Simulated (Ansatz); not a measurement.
VCrC2:

```
CELL_PARAMETERS angstrom
1.46063 0.84330 4.73939
-1.46063 0.84330 4.73939
0.00000 -1.68659 4.73939
ATOMIC_POSITIONS crystal
Cr 0.50000 0.50000 0.50000
V 0.00000 0.00000 0.00000
C 0.24876 0.24876 0.24876
C 0.75124 0.75124 0.75124
```

The cell comes from a database or a generator and needn't be the stable form of this composition.

Base run:

| Quantity | Value |
| --- | --- |
| Program | Ansatz 0.2.0 |
| Functional | PBEsol |
| Potentials or basis | Ansatz PAW |
| Cutoff | 420 eV (not typed: the program's choice for these potentials) |
| k mesh | 9 × 9 × 9 |
| Occupations | fermi-dirac, width 0.05 eV |
| Spin | collinear spin, ferromagnetic start |
| Starting moments | [3.72, 2.48, 0.0, 0.0] μB |
| Fixed moment | 6.2 μB |

Its results: pressure 39.7 GPa; site moments Cr +2.46; V +1.49; C +0.44 μB; largest force 0.098 eV/Å.

**Question.** After a change of settings the same cell gave: pressure 8.6 GPa; site moments Cr +1.95; V +0.94; C +0.08 μB; largest force 0.142 eV/Å. Which change was it?
A. fixed moment from 6.2 μB to 3.8 μB; moments at the start from [3.72, 2.48, 0.0, 0.0] to [2.28, 1.52, 0.0, 0.0]
B. fixed moment from 6.2 μB to 1.2 μB; moments at the start from [3.72, 2.48, 0.0, 0.0] to [0.72, 0.48, 0.0, 0.0]
C. fixed moment from 6.2 μB to 2.5 μB; moments at the start from [3.72, 2.48, 0.0, 0.0] to [1.5, 1.0, 0.0, 0.0]
D. fixed moment from 6.2 μB to 5 μB; moments at the start from [3.72, 2.48, 0.0, 0.0] to [3.0, 2.0, 0.0, 0.0]

**Answer.** A.

Caveats: the total moment is fixed, so each spin has its own Fermi level; the PAW data sets come from PBE, with cores solved anew for the run's functional, which leaves a small shift of forces and pressure; the thresholds are loose for stress; a pressure of tens of GPa on the cell as given is suspect, and the run, the potentials or the cell itself is likely at fault (some runs).
